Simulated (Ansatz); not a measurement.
**B₂H₄O₂S: up Jacob's ladder to CCSD(T)**

One table from this session's results is given with a row withheld; the runs are named, their logs left out.

The runs use Ansatz 0.2.0, Gaussian basis; functionals in def2-TZVPP, the program's frozen cores in correlated methods.

Levels to be run: LDA (SPW92), PBE-D4, revPBE-D4, BLYP-D4, r2SCAN-D4, B97M-V, PBE0-D4, B3LYP-D4, r2SCANh-D4, r2SCAN0-D4, HSE06-D4, BHLYP-D4, CAM-B3LYP-D4, LC-ωPBE, ωB97X-V, ωB97M-V, B2PLYP, PBE-QIDH; CCSD(T)/def2-SVP; CCSD(T)/def2-TZVPP; MP2/def2-QZVPP; extrapolation to the limit; RPA on PBE.

## The relaxed structure

An earlier PBE0-D4 in a triple-zeta def2 set relaxation fixed the geometry.

SMILES `OB(O)BS`, 9 atoms, charge 0, spin multiplicity 1.

Atoms are counted from 1 here; the program's logs count them from 0.

Bond lengths: O1–B2 1.368 Å, O1–H6 0.959 Å, B2–O3 1.363 Å, B2–B4 1.710 Å, O3–H7 0.963 Å, B4–S5 1.762 Å, B4–H8 1.198 Å, S5–H9 1.347 Å. Angles: B2–O1–H6 112.9°, O1–B2–O3 117.1°, O1–B2–B4 124.1°, O3–B2–B4 118.8°, B2–O3–H7 112.5°, B2–B4–S5 121.2°, B2–B4–H8 124.9°, S5–B4–H8 113.9°, B4–S5–H9 98.1°.

The first run:

in.yaml

```yaml
crystal:
  periodic: [false, false, false]
  atoms:
    - {symbol: O, position_ang: [0.840192, 1.465950, 0.875532]}
    - {symbol: B, position_ang: [0.348147, 0.275360, 0.413967]}
    - {symbol: O, position_ang: [0.700917, -0.849418, 1.098741]}
    - {symbol: B, position_ang: [-0.668250, 0.123251, -0.952865]}
    - {symbol: S, position_ang: [-1.254014, -1.450919, -1.484000]}
    - {symbol: H, position_ang: [0.555043, 2.215845, 0.350475]}
    - {symbol: H, position_ang: [1.273252, -0.658732, 1.849486]}
    - {symbol: H, position_ang: [-1.046859, 1.036321, -1.630295]}
    - {symbol: H, position_ang: [-0.659927, -2.204058, -0.538242]}
basis:
  gaussian: {orbitals: def2-TZVPP}
hamiltonian: {xc: lda}
output: {orbitals: {seedname: orbitals}}
```

Run with:

```
$ ansatz run in.yaml --threads 2 --pin off --events-out ev --progress --plain --max-ram 4352MiB
```

Steps of the session up to this table: LDA; PBE-D4 (GGA); revPBE-D4 (GGA); BLYP-D4 (GGA); r2SCAN-D4 (meta-GGA); B97M-V (meta-GGA); PBE0-D4 (hybrid); B3LYP-D4 (hybrid); r2SCANh-D4 (hybrid); r2SCAN0-D4 (hybrid); HSE06-D4 (hybrid); BHLYP-D4 (hybrid); CAM-B3LYP-D4 (range-separated); LC-ωPBE (range-separated); ωB97X-V (range-separated); ωB97M-V (range-separated); B2PLYP (double hybrid); PBE-QIDH (double hybrid).

One table of the session follows, with a row left open; its other results are not shown here.

It belongs to the step «Frontier levels by functional». 

| functional | HOMO (eV) | LUMO (eV) | gap (eV) |
| --- | --- | --- | --- |
| LDA (SPW92) | -6.90 | -2.96 | 3.95 |
| PBE-D4 | -6.80 | -2.72 | 4.08 |
| revPBE-D4 | -6.75 | -2.62 | 4.12 |
| BLYP-D4 | -6.71 | -2.54 | 4.17 |
| r2SCAN-D4 | -7.09 | -2.53 | 4.56 |
| B97M-V | -7.18 | -2.52 | 4.65 |
| PBE0-D4 | -8.17 | -1.84 | 6.32 |
| B3LYP-D4 | -7.97 | -2.01 | 5.96 |
| r2SCANh-D4 | -7.59 | -2.21 | 5.38 |
| r2SCAN0-D4 | -8.35 | -1.74 | 6.61 |
| HSE06-D4 | -7.76 | -2.23 | 5.54 |
| BHLYP-D4 | -9.25 | -0.83 | 8.42 |
| CAM-B3LYP-D4 | -9.57 | -0.71 | 8.85 |
| LC-ωPBE | -10.94 | 0.39 | 11.33 |
| ωB97X-V | ? | ? | ? |
| ωB97M-V | -10.39 | 0.17 | 10.56 |

**Question.** Estimate the row for ωB97X-V.

As computed: HOMO (eV): -10.58; LUMO (eV): 0.33; gap (eV): 10.91. In the column «HOMO (eV)» it lies between LC-ωPBE (-10.94) and ωB97M-V (-10.39).
